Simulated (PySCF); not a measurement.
**TaNBr₂: singlet, from a trigonal pyramidal start**

Aim: relax TaNBr₂ as a singlet from a trigonal pyramidal start, check by its vibrations whether the end is a minimum, and collect its spectrum and constants.

Computed with PySCF 2.14.0. Level: PBE0, basis Ta def2-SVP with ECP60, N def2-SVP, Br def2-SVP, scalar-relativistic core potentials, no spin–orbit coupling, density fitting.

## Step 1: Starting geometry

4 atoms, charge 0, spin multiplicity 1.

Bond lengths: Ta1–N2 1.860 Å, Ta1–Br3 2.600 Å, Ta1–Br4 2.600 Å. Angles: N2–Ta1–Br3 99.8°, N2–Ta1–Br4 99.8°, Br3–Ta1–Br4 99.8°.

Z-matrix (Å, degrees; charge 0 multiplicity 1):
```
Ta
N  1 1.8600
Br 1 2.6000 2 99.75
Br 1 2.6000 2 99.76 3 -101.77
```

## Step 2: The SCF at the typed geometry

The steps below are one call of a driver around PySCF. For each, scf.py gives the equivalent set-up of the SCF; relaxations use the driver's own optimiser. After this first run the driver tries any further starts and a stability analysis.

File scf.py:

```python
from pyscf import gto, scf, dft
mol = gto.M(atom='''
Ta     0.000000     0.000000     0.000000
N     -0.821100    -1.422300     0.873200
Br     2.295700     0.000000     1.220600
Br    -1.147800     1.988100     1.220600''',
    basis={'Ta': 'def2-SVP', 'N': 'def2-SVP', 'Br': 'def2-SVP'},
    ecp={'Ta': 'def2-SVP'},
    charge=0, spin=0)
mf = dft.RKS(mol, xc='PBE0')
mf.grids.atom_grid = (50, 194)
aux = {'Ta': 'def2-universal-JKFIT', 'N': 'def2-universal-JKFIT', 'Br': 'def2-universal-JKFIT'}
mf = mf.density_fit(auxbasis=aux)
mf.conv_tol = 1e-08
mf.diis_space = 10
mf.max_cycle = 60
mf.init_guess = 'minao'
mf.verbose = 4
mf.kernel()
```

On the command line:

```bash
$ OMP_NUM_THREADS=2 python axn.py task.json out
```

The runs that follow: Trigonal pyramidal start, singlet: relaxation; Frequencies.

Q: Predict the outcome of this session. Wanted: minimum; geometry; wavenumbers; dipole moment; highest occupied, lowest empty level; polar-tensor charge of Ta1; zero-point energy; atomisation energy.

As calculated:

| quantity | value |
| --- | --- |
| minimum | singlet, Cs |
| geometry | Ta–Br 2.460 Å (×2), Ta–N 1.678 Å; Br–Ta–Br 113.2°, Br–Ta–N 105.8° (×2) |
| wavenumbers (cm⁻¹) | 57 (a'), 158 (a'), 217 (a''), 257 (a'), 293 (a''), 1115 (a') |
| dipole moment | 4.78 D |
| highest occupied, lowest empty level | -7.79, -3.91 eV |
| polar-tensor charge of Ta1 | +1.59 e |
| zero-point energy | 12.5 kJ/mol |
| entropy at 298.15 K | 359.5 J/(mol K) |
| atomisation energy (no zero-point energy) | 1363 kJ/mol |

The trigonal pyramidal start keeps its Cs symmetry and ends in a minimum. In the infrared the band at 1115 cm⁻¹ (a', stretch) leads. Other starts or spin states, not run here, may lie lower. The stability of the closed-shell solution was not tested. Spin–orbit coupling, left out here, can matter for elements this heavy.
